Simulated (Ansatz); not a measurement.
# CH₆BCl₂P: small, medium and large basis sets

The task here is to estimate one member of a computed series from the others.

Program: Ansatz 0.2.0, Gaussian basis. Level of theory: one geometry, several basis sets. These are calculated values, not measurements.

The runs, in order: PBE0-D4/def2-SVP; ωB97M-V/def2-SVP; PBE0-D4/def2-QZVPP; ωB97M-V/def2-QZVPP; the functionals' def2-TZVPP values are taken from earlier runs.

## The relaxed structure

All runs share one geometry, relaxed beforehand with PBE0-D4 in a triple-zeta def2 set.

SMILES `C[B-]([PH3+])(Cl)Cl`, 11 atoms, charge 0, spin multiplicity 1.

Atoms are counted from 1 here; the program's logs count them from 0.

Bond lengths: C1–B2 1.584 Å, C1–H6 1.094 Å, C1–H7 1.094 Å, C1–H8 1.094 Å, B2–P3 1.997 Å, B2–Cl4 1.850 Å, B2–Cl5 1.850 Å, P3–H9 1.408 Å, P3–H10 1.402 Å, P3–H11 1.408 Å. Angles: B2–C1–H6 112.5°, B2–C1–H7 108.3°, B2–C1–H8 112.5°, H6–C1–H7 107.2°, H6–C1–H8 108.7°, H7–C1–H8 107.2°, C1–B2–P3 111.6°, C1–B2–Cl4 114.6°, C1–B2–Cl5 114.6°, P3–B2–Cl4 100.6°, P3–B2–Cl5 100.6°, Cl4–B2–Cl5 113.0°, B2–P3–H9 117.8°, B2–P3–H10 112.7°, B2–P3–H11 117.8°, H9–P3–H10 102.2°, H9–P3–H11 101.8°, H10–P3–H11 102.2°.

Set-up of the first run:

File in.yaml:

```yaml
crystal:
  periodic: [false, false, false]
  atoms:
    - {symbol: C, position_ang: [-1.451788, 0.294261, 0.417955]}
    - {symbol: B, position_ang: [-0.195040, 0.447262, -0.534046]}
    - {symbol: P, position_ang: [1.355292, -0.629852, 0.117939]}
    - {symbol: Cl, position_ang: [-0.419500, -0.266381, -2.226060]}
    - {symbol: Cl, position_ang: [0.551108, 2.139992, -0.558025]}
    - {symbol: H, position_ang: [-1.254104, 0.649976, 1.433020]}
    - {symbol: H, position_ang: [-2.266082, 0.903182, 0.013874]}
    - {symbol: H, position_ang: [-1.813615, -0.736358, 0.471509]}
    - {symbol: H, position_ang: [1.881991, -0.320975, 1.386604]}
    - {symbol: H, position_ang: [2.482628, -0.512495, -0.708043]}
    - {symbol: H, position_ang: [1.194310, -2.025812, 0.205773]}
basis:
  gaussian: {orbitals: def2-SVP}
hamiltonian: {xc: pbe0, dispersion: d4}
output: {orbitals: {seedname: orbitals}}
```

Among the steps run: PBE0-D4 in def2-SVP; ωB97M-V in def2-SVP; PBE0-D4 in def2-QZVPP; ωB97M-V in def2-QZVPP.

One table of the session follows, with a row left open; its other results are not shown here.

It belongs to the step «Density functionals: the series». 

| functional | basis | HOMO (eV) | LUMO (eV) |
| --- | --- | --- | --- |
| PBE0-D4 | def2-SVP | ? | ? |
| PBE0-D4 | def2-TZVPP | -7.78 | -0.24 |
| PBE0-D4 | def2-QZVPP | -7.82 | -0.36 |
| ωB97M-V | def2-SVP | -9.75 | 2.15 |
| ωB97M-V | def2-TZVPP | -10.00 | 1.57 |
| ωB97M-V | def2-QZVPP | -10.04 | 1.08 |

Q: Estimate the row for PBE0-D4, def2-SVP from the others.

The run gave: HOMO (eV): -7.57; LUMO (eV): 0.20. In the column «HOMO (eV)» it is the highest.
